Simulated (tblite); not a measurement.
# C5H10BF3Si: the cost of one run

Programs: tblite 0.8.0 and PySCF 2.14.0, with density-fitted response routines of our own. Each step states its level of theory. These are calculated values for one molecule in the gas phase, unless marked as measured. Atoms are numbered from 0 throughout.

## (1) Starting geometry

20 atoms, charge 0, multiplicity 1; geometry from: force field or distance geometry start.

Bonds of the start (Å): C0–B1 1.59, B1–C2 1.61, B1–Si3 1.93, Si3–C4 1.86, C4–F5 1.37, C4–F6 1.39, C4–F7 1.36, Si3–C8 1.88, C8–C9 1.51, C9–Si3 1.83, C0–H10 1.11, C0–H11 1.11, C0–H12 1.11, C2–H13 1.10, C2–H14 1.12, C2–H15 1.12, C8–H16 1.11, C8–H17 1.12, C9–H18 1.10, C9–H19 1.11.

## (2) Optimising the geometry with GFN2-xTB

What the job is given:

```
{"job": {"kind": "relax", "xc": "GFN2-xTB", "basis": "xTB"}, "charge": 0, "multiplicity": 1}
C      2.029900     1.340800    -0.575800
B      1.175500     0.071800    -0.142600
C      1.925600    -0.957600     0.846800
Si    -0.750800     0.055800    -0.044400
C     -1.578000     0.537400     1.554700
F     -0.633400     0.975400     2.438900
F     -2.381900     1.630500     1.247800
F     -2.263900    -0.511500     2.083800
C     -1.494000    -1.362300    -1.025200
C     -1.786900     0.017600    -1.554100
H      1.423300     2.266100    -0.595600
H      2.418600     1.169200    -1.604400
H      2.921000     1.453100     0.080000
H      2.652000    -1.590100     0.315100
H      1.167300    -1.615300     1.346100
H      2.372800    -0.369600     1.683300
H     -0.779600    -1.925700    -1.662300
H     -2.314300    -1.960000    -0.554200
H     -1.285400     0.397400    -2.457700
H     -2.822900     0.387800    -1.383200
```

Started as:

```sh
OMP_NUM_THREADS=1 python probes_run.py task.json out
```

The driver reads the jobs from task.json and runs them one after another.

**Question.** How long does this first job take on 1 thread of Arm Neoverse N1, shared host, and how much memory does it need?

About 3.9 s, with a peak of 0.18 GiB.
